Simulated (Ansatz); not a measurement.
**Sn4As3, relaxed**

The start is Sn4As3, a database structure at a slightly changed volume. Where does it settle when we relax the atoms in a fixed cell, and what is it like there?

Computed, not measured: Ansatz 0.2.0, DFT, r2SCAN, no spin polarisation, plane waves, PAW.

### 1 The structure

Symmetry: R-3m, No. 166, trigonal system. Conventional cell: a = 4.038 Å, b = 4.038 Å, c = 35.602 Å, α = 90.00°, β = 90.00°, γ = 120.00°. Around As (site symmetry -3m) lie 6 Sn at 2.88 Å. Around Sn (site symmetry 3m) lie 3 Sn at 2.88 Å and 3 As at 2.88 Å. Around Sn (site symmetry 3m) lie 6 As at 2.88 Å. As (site symmetry 3m) is surrounded by 6 Sn at 2.88 Å.

In its conventional cell, by symmetry (the run takes the cell typed in the input):

```cif
data_structure
_symmetry_space_group_name_H-M 'R-3m:H'
_symmetry_Int_Tables_number 166
_cell_length_a 4.0380
_cell_length_b 4.0380
_cell_length_c 35.6017
_cell_angle_alpha 90.000
_cell_angle_beta 90.000
_cell_angle_gamma 120.000
_cell_volume 502.73
loop_
_atom_site_label
_atom_site_type_symbol
_atom_site_symmetry_multiplicity
_atom_site_Wyckoff_symbol
_atom_site_fract_x
_atom_site_fract_y
_atom_site_fract_z
_atom_site_occupancy
As1 As 3 a 0.00000 0.00000 0.00000 1
Sn1 Sn 6 c 0.66667 0.33333 0.19043 1
Sn2 Sn 6 c 0.66667 0.33333 0.04763 1
As2 As 6 c 0.33333 0.66667 0.23807 1
```

The first density is read from a saved solution for the starting cell.

### 2 Relaxing

input.yaml reads:

```yaml
crystal:
  lattice:
    - [12.09406595, 0.0, 0.0]
    - [11.41996269, 3.98132102, 0.0]
    - [11.41996269, 1.93359689, 3.48025289]
  atoms:
    - { symbol: As, position: [0.0, 0.0, 0.0] }
    - { symbol: Sn, position: [0.1429, 0.1429, 0.1429] }
    - { symbol: Sn, position: [0.8571, 0.8571, 0.8571] }
    - { symbol: Sn, position: [0.2857, 0.2857, 0.2857] }
    - { symbol: Sn, position: [0.7143, 0.7143, 0.7143] }
    - { symbol: As, position: [0.4286, 0.4286, 0.4286] }
    - { symbol: As, position: [0.5714, 0.5714, 0.5714] }
  symmetry: { tolerance: 0.0003 }
kpoints:
  mp_grid: { grid: [6, 6, 6], shift: [0, 0, 0] }
magnetization:
  spin_polarized: false
scf:
  occupations: { method: methfessel_paxton, width: 0.1776 }
  lower_state_search: "off"
hamiltonian:
  pseudopotentials: { kind: paw }
  xc: r2scan
basis:
  ecutwfc: 500
  fft_grid_basis: typed
relax:
  max_steps: 80
  f_tol: 0.03
output:
  forces: true
  stress: true
  eigenvalues: true
  bader: true
  populations: true
  elf: true
  write_potential: true
  volumetric_format: npy
  dos:
    e_range: [-12, 8]
    de: 0.05
    projected: { site_lists: { As: [As], Sn: [Sn] } }
checkpoint:
  read: saved_state
```

The run is started by

```bash
$ ansatz run input.yaml --threads 2 --pin off --max-ram 3584MiB --backend cpu --events-out ev --progress --plain --runs-dir out
```

Standard output (excerpt; [...] marks lines left out):

```text
Warning: crystal.lattice misses the space group found at crystal.symmetry.tolerance 3.0e-4 in a digit that the deck types, which is why this is a warning: making the lattice exact moves one of its numbers by a whole unit of that number's last typed decimal, or more. The operation that it [...]
Warning: output.stress: scf.convergence.dr2_threshold = 1e-7 eV (the SCF's general default) is looser than the 7e-10 eV advised for a printed stress (1e-10 eV for each atom of the cell: 7). What an SCF threshold leaves in a stress goes as its square root, and in the free energy as the [...]
Warning: RAYON_NUM_THREADS=2 ignored (pool sized by the plan → 2); use --threads N
[...]
Pseudopotentials: kind: paw
Pseudopotential: As, paw, valence charge 15, recommended cutoff 500 eV (meta_gga), As.paw.azcp
Pseudopotential: Sn, paw, valence charge 14, recommended cutoff 500 eV (meta_gga), Sn.paw.azcp
Functional definition: r2SCAN
[...]
Crystal: 7 atoms, lattice volume = 167.575 Å³
Basis set: ecut = 500 eV, 4327 PW (Γ), exchange–correlation on 360×360×360 points (64 copies of the dense FFT grid, shifted against one another)
Bands: 61, of which v1, the nominal top of the filled ones, is band 51 counted from 1 (50 counted from 0)
Symmetry: 12 space group operations
Space group: R-3m (ITA 166), of the structure as read, at distance tolerance 1.7e-3 Å
k-points: 32 of 216
[...]
SCF iter   1: F=—  HF=-38748.179937 eV  |F-HF|=—  |Δ(HF+E_count)|=         —  Δρ=1.09e-3  dr2=1.31e-2  dr2_τ=1.27e-4  ethr=1.38e-5  ⟨swp⟩=2.0  Hψ=10591  notcnv=0
[...]
relax step   1: F+E_penalty+E_count = -38748.17891044 eV  Δ(F+E_penalty+E_count) = +0.000e0 eV  max|allowed force component| = 1.622e0 eV/Å  Δτ_max = 0.0000 Å  (8 SCF iters, accepted)
[...]
relax step   2: F+E_penalty+E_count = -38748.57237735 eV  Δ(F+E_penalty+E_count) = -3.935e-1 eV  max|allowed force component| = 4.835e-1 eV/Å  Δτ_max = 0.1949 Å  (7 SCF iters, dr2 threshold 1.00e-4 eV, accepted)
[...]
relax step   3: F+E_penalty+E_count = -38748.47644664 eV  Δ(F+E_penalty+E_count) = +9.593e-2 eV  max|allowed force component| = 1.031e0 eV/Å  Δτ_max = 0.1950 Å  (7 SCF iters, dr2 threshold 1.46e-5 eV, rejected (line search))
```

### 3 The log goes on

The log, continued:

```text
SCF iter   1: F=—  HF=-38748.206345 eV  |F-HF|=—  |Δ(HF+E_count)|=         —  Δρ=4.74e-3  dr2=3.69e-2  dr2_τ=4.39e-1  ethr=3.98e-4  ⟨swp⟩=4.2  Hψ=5393  notcnv=0  defer=55
preconditioner: auto → Kerker (q_TF=auto, 2.508 Å⁻¹)  [metal: Δε(μ)=0.014 eV  Ē_g=18.478 eV  σ=0.178 eV  W_gap=0.07  n_scr=44 (ndim 8)  ℏωp=24.2 eV  f_vac=0.001  D(μ)=1.62/eV (n_scr^D=4)]
SCF iter   2: F=—  HF=-38748.618166 eV  |F-HF|=—  |Δ(HF+E_count)|=   4.12e-1  S|Δr|=    0.00e0  Δρ=2.66e-3  dr2=1.78e-2  dr2_τ=2.74e-4  ethr=3.65e-5  ⟨swp⟩=2.1  Hψ=3637  notcnv=0  defer=110
SCF iter   3: F=—  HF=-38748.618643 eV  |F-HF|=—  |Δ(HF+E_count)|=   4.77e-4  S|Δr|=    0.00e0  Δρ=1.81e-3  dr2=1.17e-2  dr2_τ=4.67e-5  ethr=1.76e-5  ⟨swp⟩=1.0  Hψ=1842  notcnv=0  defer=110
SCF iter   4: F=—  HF=-38748.619031 eV  |F-HF|=—  |Δ(HF+E_count)|=   3.89e-4  S|Δr|=    0.00e0  Δρ=4.30e-4  dr2=2.01e-3  dr2_τ=1.04e-5  ethr=1.16e-5  ⟨swp⟩=2.0  Hψ=2054  notcnv=0  defer=110
SCF iter   5: F=—  HF=-38748.618878 eV  |F-HF|=—  |Δ(HF+E_count)|=   1.53e-4  S|Δr|=    0.00e0  Δρ=2.28e-4  dr2=7.50e-4  dr2_τ=2.53e-6  ethr=1.99e-6  ⟨swp⟩=2.1  Hψ=2853  notcnv=0  defer=110
SCF iter   6: F=—  HF=-38748.618827 eV  |F-HF|=—  |Δ(HF+E_count)|=   5.18e-5  S|Δr|=    0.00e0  Δρ=8.84e-5  dr2=5.42e-5  dr2_τ=1.55e-7  ethr=7.43e-7  ⟨swp⟩=2.3  Hψ=2368  notcnv=0  defer=110
SCF iter   7: F=—  HF=-38748.618859 eV  |F-HF|=—  |Δ(HF+E_count)|=   3.22e-5  S|Δr|=    0.00e0  Δρ=3.11e-5  dr2=3.31e-6  dr2_τ=3.32e-8  ethr=5.37e-8  ⟨swp⟩=2.0  Hψ=2176  notcnv=0  defer=110
SCF iter   8: F=—  HF=-38748.618860 eV  |F-HF|=—  |Δ(HF+E_count)|=   9.98e-7  S|Δr|=    0.00e0  Δρ=9.95e-6  dr2=4.80e-7  dr2_τ=4.02e-9  ethr=3.28e-9  ⟨swp⟩=2.0  Hψ=3132  notcnv=0  defer=110
SCF iter   9: F=—  HF=-38748.618860 eV  |F-HF|=—  |Δ(HF+E_count)|=   5.11e-8  S|Δr|=    0.00e0  Δρ=6.05e-6  dr2=1.89e-7  dr2_τ=9.06e-10  ethr=9.90e-11  ⟨swp⟩=15.4  Hψ=13873  notcnv=0
SCF iter  10: F=-38748.618860 eV  HF=-38748.618860 eV  |F-HF|=3.65e-9  |Δ(HF+E_count)|=   3.75e-8  S|Δr|=    0.00e0  Δρ=2.18e-6  dr2=1.73e-8  dr2_τ=3.19e-10  ethr=9.90e-11  ⟨swp⟩=9.0  Hψ=11530  notcnv=0
SCF 4 converged in 10 iterations: F = -38748.618860 eV  dr2 = 1.73e-8
relax step   4: F+E_penalty+E_count = -38748.61885979 eV  Δ(F+E_penalty+E_count) = -4.648e-2 eV  max|allowed force component| = 6.275e-2 eV/Å  Δτ_max = 0.0570 Å  (10 SCF iters, accepted)
SCF iter   1: F=—  HF=-38748.616381 eV  |F-HF|=—  |Δ(HF+E_count)|=         —  Δρ=3.30e-4  dr2=1.95e-4  dr2_τ=2.27e-3  ethr=1.97e-6  ⟨swp⟩=3.0  Hψ=4190  notcnv=0  defer=109
preconditioner: auto → Kerker (q_TF=auto, 2.508 Å⁻¹)  [metal: Δε(μ)=0.025 eV  Ē_g=18.465 eV  σ=0.178 eV  W_gap=0.12  n_scr=44 (ndim 8)  ℏωp=24.2 eV  f_vac=0.001  D(μ)=1.71/eV (n_scr^D=4)]
SCF iter   2: F=—  HF=-38748.619291 eV  |F-HF|=—  |Δ(HF+E_count)|=   2.91e-3  S|Δr|=    0.00e0  Δρ=1.95e-4  dr2=1.35e-4  dr2_τ=1.44e-6  ethr=1.93e-7  ⟨swp⟩=2.1  Hψ=3421  notcnv=0  defer=109
SCF iter   3: F=—  HF=-38748.619291 eV  |F-HF|=—  |Δ(HF+E_count)|=   5.07e-8  S|Δr|=    0.00e0  Δρ=1.40e-4  dr2=9.32e-5  dr2_τ=2.37e-7  ethr=1.34e-7  ⟨swp⟩=1.0  Hψ=1843  notcnv=0  defer=109
SCF iter   4: F=—  HF=-38748.619327 eV  |F-HF|=—  |Δ(HF+E_count)|=   3.70e-5  S|Δr|=    0.00e0  Δρ=3.91e-5  dr2=1.70e-5  dr2_τ=4.74e-8  ethr=9.23e-8  ⟨swp⟩=2.0  Hψ=2014  notcnv=0  defer=109
SCF iter   5: F=—  HF=-38748.619327 eV  |F-HF|=—  |Δ(HF+E_count)|=   9.21e-7  S|Δr|=    0.00e0  Δρ=1.74e-5  dr2=1.85e-6  dr2_τ=8.96e-9  ethr=1.68e-8  ⟨swp⟩=2.0  Hψ=3133  notcnv=0  defer=109
SCF iter   6: F=—  HF=-38748.619327 eV  |F-HF|=—  |Δ(HF+E_count)|=   3.53e-8  S|Δr|=    0.00e0  Δρ=1.10e-5  dr2=2.88e-7  dr2_τ=1.86e-9  ethr=1.83e-9  ⟨swp⟩=2.0  Hψ=3133  notcnv=0  defer=109
SCF iter   7: F=-38748.619327 eV  HF=-38748.619327 eV  |F-HF|=6.04e-9  |Δ(HF+E_count)|=   2.25e-8  S|Δr|=    0.00e0  Δρ=4.00e-6  dr2=4.37e-8  dr2_τ=3.44e-10  ethr=9.90e-11  ⟨swp⟩=13.9  Hψ=12057  notcnv=0
SCF 5 converged in 7 iterations: F = -38748.619327 eV  dr2 = 4.37e-8
relax step   5: F+E_penalty+E_count = -38748.61932656 eV  Δ(F+E_penalty+E_count) = -4.668e-4 eV  max|allowed force component| = 1.423e-2 eV/Å  Δτ_max = 0.0100 Å  (7 SCF iters, accepted)
iter 1 solved again at ethr=4.33e-11 eV; its pass at ethr=3.10e-3 eV (dr2=4.38e-8 eV) is discarded
SCF iter   1: F=—  HF=-38748.619327 eV  |F-HF|=—  |Δ(HF+E_count)|=         —  Δρ=4.00e-6  dr2=4.37e-8  dr2_τ=3.44e-10  ethr=4.33e-11  ⟨swp⟩=1.0  Hψ=5536  notcnv=0
preconditioner: auto → Kerker (q_TF=auto, 2.508 Å⁻¹)  [metal: Δε(μ)=0.023 eV  Ē_g=18.465 eV  σ=0.178 eV  W_gap=0.11  n_scr=44 (ndim 8)  ℏωp=24.2 eV  f_vac=0.001  D(μ)=1.71/eV (n_scr^D=4)]
SCF iter   2: F=-38748.619327 eV  HF=-38748.619327 eV  |F-HF|=1.91e-9  |Δ(HF+E_count)|=   5.70e-9  S|Δr|=    0.00e0  Δρ=2.75e-6  dr2=2.03e-8  dr2_τ=1.65e-10  ethr=4.33e-11  ⟨swp⟩=7.7  Hψ=10236  notcnv=0
SCF 6 converged in 2 iterations: F = -38748.619327 eV  dr2 = 2.03e-8
SCF converged after 2 iterations
Stability not checked: this state was not tested for a lower state beside it, because cold or Methfessel-Paxton smearing, or corrected tetrahedra, fill the levels in a way that the test cannot read (fill_not_monotonic; see scf.lower_state_search)
Free energy (F): -38748.619327 eV
Harris-Foulkes:  -38748.619327 eV  (|F-HF|=1.91e-9)
Internal energy: -38748.620357 eV  (E = F + TS)
E sigma→0 (E₀):  -38748.619584 eV
Entropy (-TS):   0.001030 eV (0.147 meV/atom)
Fermi energy:    10.986520 eV
--- Per-component energies (eV) ---
  E_band       = -1040.942964
  E_kinetic    = 1058.071545
  E_local      = -8447.784884  (includes V_loc(G=0)·N_el)
  E_nonlocal   = -2141.480940
  E_hartree    = 4958.287900
  E_xc         = -1724.925692
  E_vxc        = -675.202706  (∫ρ·V_xc dr)
  E_paw        = -22177.447348  (= ΣΔE_a)
  E_vpaw       = -790.636895  (= ΣTr[D̂ρ^β])
  E_aug_tail   = -0.000020  (compensation charges beyond the density's cutoff)
  E_vtau       = 39.512816  (kinetic-family band-sum trace: ∫τ·v_τ [+ j·A + Jᵃ·Aᵃ] dr)
  E_ewald      = -10271.909974
  E_core_change = -1.430944  (= ΣΔE_core)
  E_smearing   = 0.001030  (= −TS)
  E_closure    = -0.000000  (closes the sum)
  Σ components = -38748.619327   (vs F -38748.619327, Δ=0.00e0)
--- Forces (eV/Å), atoms counted from 1 ---
  atom   1  As    -0.00000000     0.00000000     0.00000000
  atom   2  Sn    -0.01160125    -0.00196429    -0.00115576
  atom   3  Sn     0.01160125     0.00196429     0.00115576
  atom   4  Sn    -0.01422641    -0.00240877    -0.00141728
  atom   5  Sn     0.01422641     0.00240877     0.00141728
  atom   6  As     0.01033667     0.00175017     0.00102977
  atom   7  As    -0.01033667    -0.00175017    -0.00102977
  max |Σ_I F_I| component: 6.94e-18 eV/Å
--- Stress (GPa, compression-positive) ---
        2.821997      -0.140506      -0.082672
       -0.140506       3.628050      -0.013998
       -0.082672      -0.013998       3.643604
  P = ⅓ Tr σ = 3.3646 GPa (33.646 kbar)
--- Band table (eV; the first three rows and the last of 32) ---
  k-point 0: bands = ["-25.2736", "-25.2736", "-25.2736", "-25.2736", "-25.2647", "-25.2647", "-25.2617", "-25.2617", "-25.2617", "-25.2617", "-25.2330", "-25.2330", "-25.2251", "-25.2186", "-25.2186", "-11.3466", "-11.3466", "-11.3386", "-11.3386", "-11.3317", "-11.3317", "-11.3280", "-11.3276", "-11.3219", "-11.3219", "-11.3080", "-11.3080", "-11.2568", "-11.2568", "-11.2500", "-11.1795", "-11.1795", "-11.1649", "-11.1375", "-11.1375", "-2.7450", "-2.0225", "-1.7014", "2.3208", "2.6675", "6.7008", "6.9596", "9.6691", "9.6691", "9.8045", "9.8045", "9.9365", "9.9365", "11.1469", "11.1740", "11.9658", "12.3476", "12.3476", "13.7338", "13.9586", "13.9586", "14.0059", "14.0059", "14.5007", "14.7751", "16.7946"]
  k-point 1: bands = ["-25.2737", "-25.2737", "-25.2735", "-25.2735", "-25.2645", "-25.2645", "-25.2617", "-25.2617", "-25.2614", "-25.2614", "-25.2330", "-25.2329", "-25.2249", "-25.2186", "-25.2183", "-11.3562", "-11.3448", "-11.3406", "-11.3327", "-11.3320", "-11.3317", "-11.3286", "-11.3243", "-11.3185", "-11.3170", "-11.3095", "-11.3053", "-11.2599", "-11.2462", "-11.2377", "-11.1875", "-11.1826", "-11.1719", "-11.1419", "-11.1355", "-2.4316", "-1.7430", "-1.3976", "2.5160", "3.0011", "5.8891", "6.3416", "7.6940", "8.6721", "8.8538", "9.1242", "9.1587", "9.8797", "10.3500", "10.7467", "11.9967", "12.8693", "12.9140", "13.4184", "13.7088", "13.9770", "14.2526", "15.2882", "15.7381", "16.1323", "16.1945"]
  k-point 2: bands = ["-25.2738", "-25.2738", "-25.2734", "-25.2734", "-25.2642", "-25.2642", "-25.2617", "-25.2617", "-25.2609", "-25.2609", "-25.2332", "-25.2328", "-25.2246", "-25.2186", "-25.2177", "-11.3740", "-11.3511", "-11.3453", "-11.3337", "-11.3326", "-11.3234", "-11.3204", "-11.3203", "-11.3125", "-11.3058", "-11.3046", "-11.2982", "-11.2653", "-11.2231", "-11.2221", "-11.2066", "-11.1872", "-11.1769", "-11.1522", "-11.1346", "-1.5525", "-0.9995", "-0.6466", "2.7743", "3.4619", "3.8882", "5.0911", "6.2224", "7.2249", "8.0120", "8.1525", "8.3079", "9.3317", "9.4534", "9.6552", "11.3842", "11.8143", "12.1926", "12.3554", "14.4083", "14.6912", "14.9767", "15.5489", "16.0967", "16.2219", "16.9389"]
  k-point 31: bands = ["-25.2736", "-25.2736", "-25.2736", "-25.2736", "-25.2647", "-25.2647", "-25.2617", "-25.2617", "-25.2617", "-25.2617", "-25.2330", "-25.2330", "-25.2251", "-25.2186", "-25.2186", "-11.3480", "-11.3480", "-11.3348", "-11.3348", "-11.3331", "-11.3331", "-11.3280", "-11.3276", "-11.3235", "-11.3235", "-11.3073", "-11.3073", "-11.2569", "-11.2569", "-11.2500", "-11.1795", "-11.1795", "-11.1649", "-11.1375", "-11.1375", "-2.6427", "-2.3439", "-1.4011", "1.5683", "4.2681", "4.6810", "8.7498", "9.6754", "9.6754", "9.7845", "9.8055", "9.8055", "9.9225", "9.9225", "11.8012", "11.9732", "12.7327", "12.7327", "12.8678", "12.8678", "13.7342", "14.1727", "15.4655", "15.4655", "15.5841", "15.7777"]
--- Relaxed structure (5 steps of the walk, 4 accepted, 0 SCFs on fresh bases) ---
  F+E_penalty+E_count = -38748.61932656 eV   max|allowed force component| = 1.423e-2 eV/Å
  atoms:
    - { symbol: As, position: [7.47539105109444e-19, -2.0466951045828408e-19, -1.3128760731091203e-19] }
    - { symbol: Sn, position: [0.13639919002984452, 0.13639919002984457, 0.1363991900298446] }
    - { symbol: Sn, position: [0.8636008099701558, 0.8636008099701553, 0.8636008099701554] }
    - { symbol: Sn, position: [0.2886239812844478, 0.2886239812844479, 0.2886239812844479] }
    - { symbol: Sn, position: [0.7113760187155524, 0.7113760187155522, 0.711376018715552] }
    - { symbol: As, position: [0.4294847639433974, 0.42948476394339774, 0.4294847639433978] }
    - { symbol: As, position: [0.570515236056602, 0.5705152360566021, 0.5705152360566023] }
--- Löwdin populations: 7 sites ---
  site symbol       q [e]
     0     As     15.3526
     1     Sn     13.7621
     2     Sn     13.7621
     3     Sn     13.6275
     4     Sn     13.6275
     5     As     15.3189
     6     As     15.3189
  spilling = 0.002281 (of n_electrons = 101.000000)
--- Bader charges: 7 sites ---
  site symbol  charge [e]  shift [e]
     0     As     -0.8495     0.0000
     1     Sn      0.4690     0.0004
     2     Sn      0.4690     0.0004
     3     Sn      0.7353     0.0000
     4     Sn      0.7353     0.0000
     5     As     -0.7796     0.0004
     6     As     -0.7796     0.0004
  estimated error of the sums over rays = 4.8e-4 e
```

Wall time 6 min (2 threads of Arm Neoverse V1, shared host); peak memory 3 GiB.

The steps of the relaxation:

| step | energy from step 1 (eV/cell) | largest force component (eV/Å) |
| --- | --- | --- |
| 1 | 0.0000 | 1.6219 |
| 2 | -0.3935 | 0.4835 |
| 3x | -0.2975 | 1.0310 |
| 4 | -0.4399 | 0.0627 |
| 5 | -0.4404 | 0.0142 |

Step 1 is the start. 1 step was tried and not accepted (marked x).

The largest move, 0.23 Å, is shared by several atoms, Sn3 among them.

### 4 States by energy

States per cell by energy window, from dos.tsv and pdos.tsv (tetrahedra; eV from the Fermi level):

| from | to | total | As s | As p | Sn s | Sn p |
| --- | --- | --- | --- | --- | --- | --- |
| -4.5 | -4.0 | 1.26 | 0.04 | 0.57 | 0.13 | 0.51 |
| -4.0 | -3.5 | 1.78 | 0.04 | 0.88 | 0.14 | 0.71 |
| -3.5 | -3.0 | 2.38 | 0.04 | 1.24 | 0.13 | 0.94 |
| -3.0 | -2.5 | 1.79 | 0.03 | 1.00 | 0.08 | 0.66 |
| -2.5 | -2.0 | 1.95 | 0.04 | 1.13 | 0.10 | 0.66 |
| -2.0 | -1.5 | 1.91 | 0.03 | 1.09 | 0.15 | 0.61 |
| -1.5 | -1.0 | 2.13 | 0.04 | 1.12 | 0.25 | 0.69 |
| -1.0 | -0.5 | 1.18 | 0.03 | 0.41 | 0.24 | 0.47 |
| -0.5 | 0.0 | 1.33 | 0.05 | 0.50 | 0.28 | 0.46 |
| 0.0 | 0.5 | 0.61 | 0.04 | 0.21 | 0.12 | 0.22 |
| 0.5 | 1.0 | 0.78 | 0.08 | 0.13 | 0.09 | 0.45 |
| 1.0 | 1.5 | 1.64 | 0.13 | 0.20 | 0.10 | 1.13 |
| 1.5 | 2.0 | 2.13 | 0.11 | 0.34 | 0.13 | 1.47 |
| 2.0 | 2.5 | 1.67 | 0.12 | 0.36 | 0.16 | 0.95 |
| 2.5 | 3.0 | 1.44 | 0.09 | 0.32 | 0.10 | 0.81 |

### 5 Atomic charges

Gathered by element (positive charge: electrons given up): Löwdin charges also hold the electrons that the projection spills.

| element | atoms | Bader charge (e) | Bader volume (Å³) | Löwdin charge (e) |
| --- | --- | --- | --- | --- |
| As | 3 | -0.85 to -0.78 | 25.3 | -0.35 to -0.32 |
| Sn | 4 | +0.47 to +0.74 | 21.9 to 24.0 | +0.24 to +0.37 |

The Löwdin projection spills 0.2 % of the electrons and depends on the orbitals chosen; where it disagrees with Bader's partition, neither is an observable.

### 6 Maps of the fields

Maps in the plane spanned by b and c at height 0.289 along a (axes of the input's cell), one cell: b runs left to right (26 points from zero), c bottom to top (26 points), 19° apart. Near the nuclei they are pseudo-fields.

Valence density. Ten steps from '0' (0.04 e/Å³) to '9' (16.10 e/Å³), finer at the low end (step k begins (100^(k/10) - 1)/99 of the way up):
```
00145421000111111112221100
00013431000011111111222110
00011332100011111000122211
10001222210001221100012221
10001122210001122210001222
21000122211000122221000122
21100112221000012222100012
21100012332100001222210011
11110001343210000122221011
11110000235421000012221111
12110000124642100001222111
12211000012575210000112111
12432100001258521000011111
11354210000125742100000111
01247621000012564210000001
00126873100001245321100000
00012797310000123432111000
00001379731000012332222100
00000137973100000122222211
10000013797210000011222332
21000001378621000001112344
53100000126742100000011135
66310000012453111100000114
47631000001234211111000001
14763100000112221111100000
01465210000011111122211000
```

ELF. Ten even steps from '0' (0.00) to '9' (0.72):
```
02332455112555544478996421
11343345411467653347899742
21245444531258875224889974
32136744453136888521388996
63125885444224799861138899
85213799754312589986113889
88421589985321359998611478
88731279999521135999862247
67752138989951113699985234
46664114997884101359998534
44554211598688410135898754
44444310169857841113578865
54444320016974784111246875
44433331001797588522123565
44441243100179868953321245
32342014300016987995443112
12134100430001699898545311
11114400043100159999744541
20001440004310014899954455
62000144001432111378984445
56200014410233321125787434
35630001442134444211356532
12563000134434456532123443
31256200113444456774211233
33125620122444446788532112
23313562113445444688863210
```

Atoms within 0.2 Å of the plane, in fractions of b and c: Sn at (0.29, 0.29).

Scans along the contacts give these minima of the density:

| contact | length (Å) | minimum at (fraction) | density (e/Å³) | ELF |
| --- | --- | --- | --- | --- |
| Sn2–As6 | 2.736 | 0.47 | 0.367 | 0.54 |
| Sn2–Sn3 | 3.175 | 0.50 | 0.201 | 0.48 |

### 7 What came out

```
                                                 quantity                                   value
                                                    moves                                       3
                                            energy gained                           62.9 meV/atom
                                             largest move                             0.23 Å (Sn)
                     space group (0.01 Å), before / after                             R-3m / R-3m
                          pressure left in the fixed cell                                 3.4 GPa
                                                character                                   metal
density of states, mean within 0.25 eV of the Fermi level                       2 per eV per cell
                                            Bader charges  As -0.85 to -0.78, Sn +0.47 to +0.74 e
```

**Reading.** In the fixed cell the largest move of an atom is 0.23 Å; the energy fell by 62.9 meV per atom. The fixed cell still holds a mean pressure of 3.4 GPa, so it would expand if let free. With 12 symmetry operations imposed, the end may be a saddle point towards distortions that break them. Bands cross the Fermi level: a metal; within 0.25 eV of the Fermi level the density of states averages 2 per eV per cell, mostly As p (36 %), Sn p (35 %) and Sn s (20 %). By Bader's partition Sn gives up most (+0.60 e) and As takes most (-0.80 e).

Keep in mind: the k mesh is coarse for a cell without a gap; wide smearing; the SCF threshold is loose for a stress.
